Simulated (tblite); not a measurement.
# C5H5GaOS: the cost of one run

Computed with tblite 0.8.0 and PySCF 2.14.0, with density-fitted response routines of our own, on a single molecule in the gas phase. Atoms count from 0, in the outputs and in this text.

## 1. Starting geometry

13 atoms, charge 0, multiplicity 1; geometry from: force field or distance geometry start.

Bonds of the start (Å): C0–C1 1.22, C1–C2 1.42, C2–C3 1.36, C3–C4 1.48, C4–O5 1.27, O5–Ga6 1.84, Ga6–S7 2.22, S7–C2 1.80, C0–H8 1.06, C3–H9 1.08, C4–H10 1.08, Ga6–H11 1.62, Ga6–H12 1.61.

## 2. Geometry optimisation with GFN2-xTB

What the job is given:

```
{"job": {"kind": "relax", "xc": "GFN2-xTB", "basis": "xTB"}, "charge": 0, "multiplicity": 1}
C      2.872000    -1.706600    -0.170400
C      1.822300    -1.097600    -0.312800
C      0.598900    -0.388800    -0.458900
C      0.587400     0.960700    -0.309900
C     -0.621100     1.813400    -0.213500
O     -1.775700     1.406200     0.119700
Ga    -2.138300    -0.349500     0.539100
S     -0.841500    -1.347300    -0.962100
H      3.778000    -2.235100    -0.051100
H      1.530400     1.457000    -0.138100
H     -0.496400     2.868500    -0.424100
H     -1.615500    -0.697800     2.027000
H     -3.704900    -0.682500     0.337500
```

Run with:

```sh
$ OMP_NUM_THREADS=1 python probes_run.py task.json out
```

One launch serves the whole session: the jobs run in the order shown.

**Question.** How long does this first job take on 1 thread of Arm Neoverse N1, shared host, and how much memory does it need?

About 1.1 s, with a peak of 0.18 GiB.
